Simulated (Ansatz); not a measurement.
What does this script print? It uses the Ansatz DFT code, driven from Python.

Contents of `c4h6s.xyz`:
```text
11

C    -1.35470    0.42360    0.40380
C     0.03150   -0.06230    0.12820
C     0.90820   -0.64880    0.91500
S     2.29760   -0.86900   -0.21130
C     0.88120   -0.07950   -1.15220
H    -1.38670    1.26470    1.15680
H    -2.02310   -0.34350    0.73520
H    -1.78600    0.90650   -0.53200
H     0.87400   -0.88750    2.03080
H     1.14770    0.91280   -1.51340
H     0.47570   -0.67400   -1.94030
```

`bde.py`:
```python
from dataclasses import dataclass

import ansatz as az


@dataclass
class Options:
    basis_set: str = '6-31G*'
    functional: str = 'r2SCAN'


opts = Options()


def energy(molecule, charge=0, unpaired=0):
    calc = molecule.calculation().basis(gaussian=opts.basis_set).functional(opts.functional)
    if charge:
        calc = calc.charge(charge)
    if unpaired:
        calc = calc.spin('collinear', total=unpaired)
    report = calc.run(threads=1).report
    if report['published_state_doubts']:
        print('  doubts:', report['published_state_doubts'])
    return report['free_energy_ev']

def without(molecule, index):
    rest = az.Crystal.molecule()
    for i, site in enumerate(molecule.cartesian_sites):
        if i != index:
            rest = rest.atom(site.symbol, site.position_ang)
    return rest


def main() -> None:
    system = az.Crystal.molecule_from_extxyz('c4h6s.xyz')

    whole = energy(system, 0)
    hydrogen = energy(az.Crystal.molecule().atom('H', (0, 0, 0)), 0, 1)
    print(f'E(molecule) = {whole:.5f} eV, E(H) = {hydrogen:.5f} eV')
    for index in [7, 8, 10]:
        radical = energy(without(system, index), 0, 1)
        print(f'H{index}: homolysis {(radical + hydrogen - whole):.3f} eV')


if __name__ == '__main__':
    main()
```

```console
$ python bde.py
E(molecule) = -15075.76563 eV, E(H) = -13.55744 eV
H7: homolysis 4.728 eV
H8: homolysis 4.926 eV
H10: homolysis 4.617 eV
```

What to keep in mind:
- Total energies depend on the basis set; only differences at equal settings carry meaning.
- The geometry is a force-field or estimated start, not a minimum of this method, and the basis set is short of its limit. All parts are taken at fixed geometry, without zero-point energy.
- Finished in 17 s on 1 thread of Intel(R) Xeon(R) 6975P-C (Granite Rapids) (shared host), peak memory 0.26 GiB.
